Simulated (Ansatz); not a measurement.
**CH₃ClOSW: basis-set convergence**

How large a basis does CH₃ClOSW need? Two functionals are run in growing sets.

Method: one geometry, several basis sets; program: Ansatz 0.2.0, Gaussian basis.

Plan: PBE0-D4/def2-SVP; ωB97M-V/def2-SVP; PBE0-D4/def2-QZVPP; ωB97M-V/def2-QZVPP; the functionals' def2-TZVPP values are taken from earlier runs.

## 1. The geometry

The geometry comes from an earlier relaxation with PBE0-D4 in a triple-zeta def2 set; it is a stationary point, not always the lowest conformer. W takes the def2 core potential; no spin-orbit term is included.

SMILES `[CH3][W](=[O])(=[S])[Cl]`, 8 atoms, charge 0, spin multiplicity 1.

Atoms are counted from 1 here; the program's logs count them from 0.

Bond lengths: C1–W2 2.093 Å, C1–H6 1.096 Å, C1–H7 1.091 Å, C1–H8 1.094 Å, W2–O3 1.691 Å, W2–S4 2.124 Å, W2–Cl5 2.259 Å. Angles: W2–C1–H6 107.7°, W2–C1–H7 112.2°, W2–C1–H8 109.3°, H6–C1–H7 108.7°, H6–C1–H8 110.0°, H7–C1–H8 108.9°, C1–W2–O3 103.9°, C1–W2–S4 104.8°, C1–W2–Cl5 110.9°, O3–W2–S4 109.3°, O3–W2–Cl5 113.2°, S4–W2–Cl5 114.0°.

## 2. PBE0-D4 in def2-SVP

Contents of in.yaml:

```yaml
crystal:
  periodic: [false, false, false]
  atoms:
    - {symbol: C, position_ang: [-0.908013, -0.162022, 0.649395]}
    - {symbol: W, position_ang: [0.819637, 0.101130, -0.502908]}
    - {symbol: O, position_ang: [2.000046, -0.775704, 0.331120]}
    - {symbol: S, position_ang: [0.394526, -0.866673, -2.344670]}
    - {symbol: Cl, position_ang: [1.321758, 2.293139, -0.712302]}
    - {symbol: H, position_ang: [-0.726018, 0.291464, 1.630599]}
    - {symbol: H, position_ang: [-1.152195, -1.216405, 0.790094]}
    - {symbol: H, position_ang: [-1.749742, 0.335071, 0.158672]}
basis:
  gaussian: {orbitals: def2-SVP}
hamiltonian: {xc: pbe0, dispersion: d4}
output: {orbitals: {seedname: orbitals}}
```

Launch:

```console
ansatz run in.yaml --threads 2 --pin off --events-out ev --progress --plain --max-ram 32768MiB --backend cpu
```

After this run come: ωB97M-V in def2-SVP; PBE0-D4 in def2-QZVPP; ωB97M-V in def2-QZVPP.

**Question.** What will the summary of the whole plan be? Wanted: PBE0-D4: double and triple zeta above quadruple; ωB97M-V: double and triple zeta above quadruple.

**Answer**, as computed:

| quantity | value |
| --- | --- |
| PBE0-D4: double and triple zeta above quadruple | 13.28, 0.89 eV |
| ωB97M-V: double and triple zeta above quadruple | 13.32, 0.85 eV |

In words: For PBE0-D4 the step from double to triple zeta gains 12.38 eV and the next only 0.89 eV. These are total energies; as a rule much of such shifts cancels in differences, which this series doesn't test.
